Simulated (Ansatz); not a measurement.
**CH₆SeSi₂: a ladder of functionals and wavefunction methods**

One table from this session's results is given with a row withheld; the runs are named, their logs left out.

Program: Ansatz 0.2.0, Gaussian basis. Level of theory: functionals in def2-TZVPP, the program's frozen cores in correlated methods. These are calculated values, not measurements.

Plan: LDA (SPW92), PBE-D4, revPBE-D4, BLYP-D4, r2SCAN-D4, B97M-V, PBE0-D4, B3LYP-D4, r2SCANh-D4, r2SCAN0-D4, HSE06-D4, BHLYP-D4, CAM-B3LYP-D4, LC-ωPBE, ωB97X-V, ωB97M-V, B2PLYP, PBE-QIDH; CCSD(T)/def2-SVP; CCSD(T)/def2-TZVPP; MP2/def2-QZVPP; extrapolation to the limit; RPA on PBE.

## The relaxed structure

The geometry comes from an earlier relaxation with PBE0-D4 in a triple-zeta def2 set; it is a stationary point, not always the lowest conformer.

SMILES `[SiH3]C([SiH3])=[Se]`, 10 atoms, charge 0, spin multiplicity 1.

Atoms are counted from 1 here; the program's logs count them from 0.

Bond lengths: Si1–C2 1.877 Å, Si1–H5 1.481 Å, Si1–H6 1.488 Å, Si1–H7 1.489 Å, C2–Si3 1.877 Å, C2–Se4 1.767 Å, Si3–H8 1.481 Å, Si3–H9 1.488 Å, Si3–H10 1.489 Å. Angles: C2–Si1–H5 110.7°, C2–Si1–H6 107.8°, C2–Si1–H7 109.2°, H5–Si1–H6 110.5°, H5–Si1–H7 110.7°, H6–Si1–H7 107.9°, Si1–C2–Si3 120.4°, Si1–C2–Se4 119.8°, Si3–C2–Se4 119.8°, C2–Si3–H8 110.7°, C2–Si3–H9 107.8°, C2–Si3–H10 109.2°, H8–Si3–H9 110.5°, H8–Si3–H10 110.7°, H9–Si3–H10 107.9°.

Geometry (Å):

```
Si   -0.4441    1.3647   -0.7972
C    -0.4195   -0.4639   -0.3742
Si    0.6786   -1.1063    1.0058
Se   -1.4377   -1.5876   -1.2814
H    -1.0564    1.5861   -2.1275
H    -1.2246    2.0653    0.2589
H     0.9478    1.8938   -0.7645
H     0.2687   -2.4710    1.4089
H     2.0811   -1.1089    0.5078
H     0.6060   -0.1721    2.1633
```

Set-up of the first run:

in.yaml

```yaml
crystal:
  periodic: [false, false, false]
  atoms:
    - {symbol: Si, position_ang: [-0.444108, 1.364686, -0.797220]}
    - {symbol: C, position_ang: [-0.419509, -0.463936, -0.374188]}
    - {symbol: Si, position_ang: [0.678635, -1.106309, 1.005813]}
    - {symbol: Se, position_ang: [-1.437681, -1.587614, -1.281356]}
    - {symbol: H, position_ang: [-1.056354, 1.586066, -2.127488]}
    - {symbol: H, position_ang: [-1.224595, 2.065270, 0.258906]}
    - {symbol: H, position_ang: [0.947795, 1.893774, -0.764474]}
    - {symbol: H, position_ang: [0.268713, -2.470997, 1.408869]}
    - {symbol: H, position_ang: [2.081128, -1.108861, 0.507828]}
    - {symbol: H, position_ang: [0.605978, -0.172071, 2.163300]}
basis:
  gaussian: {orbitals: def2-TZVPP}
hamiltonian: {xc: lda}
output: {orbitals: {seedname: orbitals}}
```

The run is started by

```bash
$ ansatz run in.yaml --threads 2 --pin off --events-out ev --progress --plain --max-ram 31744MiB --backend cpu
```

Steps of the session up to this table: LDA; PBE-D4 (GGA); revPBE-D4 (GGA); BLYP-D4 (GGA); r2SCAN-D4 (meta-GGA); B97M-V (meta-GGA); B3LYP-D4 (hybrid); r2SCANh-D4 (hybrid); r2SCAN0-D4 (hybrid); HSE06-D4 (hybrid); BHLYP-D4 (hybrid); CAM-B3LYP-D4 (range-separated); LC-ωPBE (range-separated); ωB97X-V (range-separated); ωB97M-V (range-separated); B2PLYP (double hybrid); PBE-QIDH (double hybrid).

One of the session's tables, all rows but one given; the rest of the session is left out.

It belongs to the step «Orbital energies across the functionals». 

```
  functional  HOMO (eV)  LUMO (eV)  gap (eV)
 LDA (SPW92)      -5.22      -4.29      0.93
      PBE-D4      -5.09      -4.12      0.96
   revPBE-D4      -5.04      -4.06      0.98
     BLYP-D4      -4.92      -3.95      0.97
   r2SCAN-D4      -5.28      -4.11      1.17
      B97M-V      -5.49      -4.08      1.41
     PBE0-D4      -6.21      -3.31      2.89
    B3LYP-D4      -5.98      -3.46      2.52
  r2SCANh-D4      -5.70      -3.79      1.91
  r2SCAN0-D4      -6.33      -3.32      3.02
    HSE06-D4      -5.81      -3.69      2.12
    BHLYP-D4      -7.18      -2.30      4.88
CAM-B3LYP-D4          ?          ?         ?
     LC-ωPBE      -8.83      -1.18      7.65
     ωB97X-V      -8.49      -1.21      7.28
     ωB97M-V      -8.36      -1.26      7.10
```

Estimate the missing values for CAM-B3LYP-D4.

**Answer.** HOMO (eV): -7.48; LUMO (eV): -2.18; gap (eV): 5.30. In the column «HOMO (eV)» it lies between ωB97M-V (-8.36) and BHLYP-D4 (-7.18).
